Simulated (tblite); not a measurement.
# C4H12GeS: the cost of one run

The runs use tblite 0.8.0 and PySCF 2.14.0, with density-fitted response routines of our own; the level of theory stands in each step. All values are computed, except where a source is named. Atoms count from 0, in the outputs and in this text.

## (1) The molecule as given

18 atoms, charge 0, multiplicity 1; geometry from: force field or distance geometry start.

Bonds of the start (Å): C0–C1 1.53, C1–S2 1.82, S2–Ge3 2.25, Ge3–C4 1.96, C4–C5 1.52, C0–H6 1.09, C0–H7 1.12, C0–H8 1.12, C1–H9 1.11, C1–H10 1.11, Ge3–H11 1.54, Ge3–H12 1.55, C4–H13 1.11, C4–H14 1.13, C5–H15 1.11, C5–H16 1.10, C5–H17 1.10.

## (2) Optimising the geometry with GFN2-xTB

What the job is given:

```
{"job": {"kind": "relax", "xc": "GFN2-xTB", "basis": "xTB"}, "charge": 0, "multiplicity": 1}
C      2.657000    -0.773100    -0.403600
C      2.555600     0.658000     0.122600
S      0.893800     0.790900     0.847500
Ge    -0.500200     0.731200    -0.914600
C     -2.363100     0.561900    -0.327300
C     -2.727400    -0.905500    -0.143000
H      3.695000    -1.062900    -0.566400
H      2.152300    -1.398700     0.371800
H      2.044100    -0.868500    -1.334600
H      3.345700     0.845900     0.878700
H      2.662100     1.357100    -0.731800
H     -0.283100     2.052400    -1.679000
H     -0.093100    -0.480200    -1.790800
H     -2.556200     1.158400     0.587700
H     -3.025500     0.940600    -1.154300
H     -3.487200    -0.927600     0.663600
H     -1.785100    -1.420500     0.112900
H     -3.193500    -1.253100    -1.080600
```

Run with:

```sh
> OMP_NUM_THREADS=1 python probes_run.py task.json out
```

One launch serves the whole session: the jobs run in the order shown.

Q: Estimate the wall time and peak memory of this first job on 1 thread of Arm Neoverse N1, shared host.

About 2.4 s, with a peak of 0.18 GiB.
